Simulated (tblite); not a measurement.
# C2H9BSSi: the cost of one run

The runs use tblite 0.8.0 and PySCF 2.14.0, with density-fitted response routines of our own; the level of theory stands in each step. All values are computed, except where a source is named. Atoms are numbered from 0 throughout.

## 1. Starting geometry

14 atoms, charge 0, multiplicity 1; geometry from: force field or distance geometry start.

Bonds of the start (Å): C0–S1 1.82, S1–B2 1.88, B2–C3 1.61, C3–Si4 1.87, C0–H5 1.10, C0–H6 1.11, C0–H7 1.12, B2–H8 1.18, C3–H9 1.09, C3–H10 1.11, Si4–H11 1.47, Si4–H12 1.47, Si4–H13 1.47.

## 2. Geometry optimisation with GFN2-xTB

What the job is given:

```
{"job": {"kind": "relax", "xc": "GFN2-xTB", "basis": "xTB"}, "charge": 0, "multiplicity": 1}
C      2.275900    -0.131700     0.552100
S      1.773900    -1.371600    -0.688500
B     -0.051700    -1.256800    -0.271800
C     -0.981800    -0.195900    -1.040100
Si    -1.715700     0.990400     0.209100
H      3.366300    -0.023100     0.536600
H      1.952800    -0.442400     1.565800
H      1.818500     0.857800     0.309600
H     -0.521100    -1.965500     0.548900
H     -0.384600     0.360900    -1.769200
H     -1.801500    -0.742100    -1.556700
H     -2.527700     0.250000     1.183800
H     -2.572100     1.960000    -0.496000
H     -0.632000     1.709500     0.894400
```

Command:

```
> OMP_NUM_THREADS=1 python probes_run.py task.json out
```

This one command runs all jobs of the session in turn.

Q: Estimate the wall time of this first job on 1 thread of Arm Neoverse N1, shared host.

About 1.4 s.
